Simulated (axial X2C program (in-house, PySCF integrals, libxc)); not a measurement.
# A two-component session on WC: properties at the nuclei

Aim: properties at the nuclei of WC, with spin–orbit coupling in the Hamiltonian from the start.

Method: two-component X2C with atomic mean-field terms, W dyall-cv3z, C dyall-v3z; program: an in-house X2C program for linear molecules on PySCF integrals.

All values are calculated.

## Step 1: Set-up

Contents of task.json:

```json
{"zs": [74, 6], "q": 0, "bas": ["dyall-cv3z", "dyall-v3z"], "r0": 1.87, "levels": ["PBE0", "HF", "PBE", "BHandHLYP", "TPSSh"], "nst": 3}
```

Keys: zs atomic numbers; q charge; bas basis sets; r0 starting distance in Å; levels methods (HF also brings MP2); nst determinants followed.

Command:

```bash
python soeom.py task.json out
```

After this run come: Expectation values, lowest determinant; Expectation values, a higher determinant; Expectation values, a higher determinant.

**Question.** What will these runs give? Wanted: lowest determinant; Eeff magnitude; Ws magnitude W; A∥/gI W; qzz W; higher determinant (for each run or level that gives them).

The runs gave:

| quantity | value |
| --- | --- |
| lowest determinant | Ω = 1 (excess of +ω over −ω: ω = -1/2, ω = 3/2) |
| Eeff magnitude (GV/cm), PBE0 | 36.7 |
| Ws magnitude W (kHz), PBE0 | 35.5 |
| A∥/gI W (MHz), PBE0 | -5880 |
| qzz W (a.u.), PBE0 | -8.30 |
| higher determinant | Ω = 2 (excess of +ω over −ω: 2 × ω = 1/2, ω = -3/2, ω = 5/2) |
| Eeff magnitude (GV/cm), PBE0, higher determinant | 27.9 |
| Ws magnitude W (kHz), PBE0, higher determinant | 12.5 |
| A∥/gI W (MHz), PBE0, higher determinant | 3330 |
| qzz W (a.u.), PBE0, higher determinant | 0.03 |
| higher determinant | Ω = 1 (excess of +ω over −ω: ω = -3/2, ω = 5/2) |
| Eeff magnitude (GV/cm), PBE0, higher determinant | 23.1 |
| Ws magnitude W (kHz), PBE0, higher determinant | 21.5 |
| A∥/gI W (MHz), PBE0, higher determinant | 1610 |
| qzz W (a.u.), PBE0, higher determinant | -0.64 |

**Reading.** In the first state, the effective field runs from 34.3 to 72.9 GV/cm over the mean-field levels, so the levels don't agree on it. The expectation values come from single determinants, which for open shells can mix terms of unlike spin or miss the lowest Ω, so a determinant need not be a state. Eeff is the effective electric field on the electron dipole moment in this Ω state and Ws the scalar–pseudoscalar constant (defined with the proton number Z and per Ω); A∥ is the parallel hyperfine constant, which follows by multiplying with the nuclear g factor gI = μI/(I μN); qzz is the electric field gradient, eQq0 = 234.96 MHz × Q/barn × qzz; μ is positive if C is the positive end. The operators were transformed with the bare-nucleus X2C matrices.
